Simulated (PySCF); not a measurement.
# C5H9BrO (3-methylbutanoyl bromide): the cost of one run

Computed with PySCF 2.14.0 and routines of our own; the level stands in each step. Atoms count from 0.

## Step 1: The starting structure

16 atoms, charge 0, multiplicity 1; geometry from: GFN2-xTB.

## Step 2: Magnetic properties: GIAO B3LYP/pcSseg-1

Job settings and geometry (Å):

```
{"job": {"kind": "mag", "xc": "B3LYP", "basis": "pcSseg-1", "isotopologues": 2}, "charge": 0, "multiplicity": 1}
C     -0.698723     1.313776     0.475606
C     -0.485011     0.004141    -0.278465
C     -1.492245    -1.048466     0.176598
C      0.939230    -0.521067    -0.052345
C      1.972001     0.303401    -0.723494
O      1.880383     1.208189    -1.471188
Br     3.798777    -0.323598    -0.229871
H     -0.573209     1.161769     1.546000
H     -1.703561     1.688381     0.298906
H      0.007621     2.070521     0.144404
H     -0.619654     0.188481    -1.349279
H     -1.387993    -1.964024    -0.400993
H     -1.346731    -1.283857     1.228757
H     -2.505665    -0.678181     0.047333
H      1.166063    -0.570078     1.016316
H      1.041118    -1.540443    -0.439696
```

Level: GIAO B3LYP/pcSseg-1 magnetisability, rotational g tensor and spin-rotation constants, non-relativistic, gas phase.

Launch:

```
> OMP_NUM_THREADS=1 python excited_run.py task.json out
```

This one command runs all jobs of the session in turn.

**Question.** How long does this first job take on 1 thread of Arm Neoverse V2, shared host, and how much memory does it need?

About 32 s, with a peak of 1 GiB.
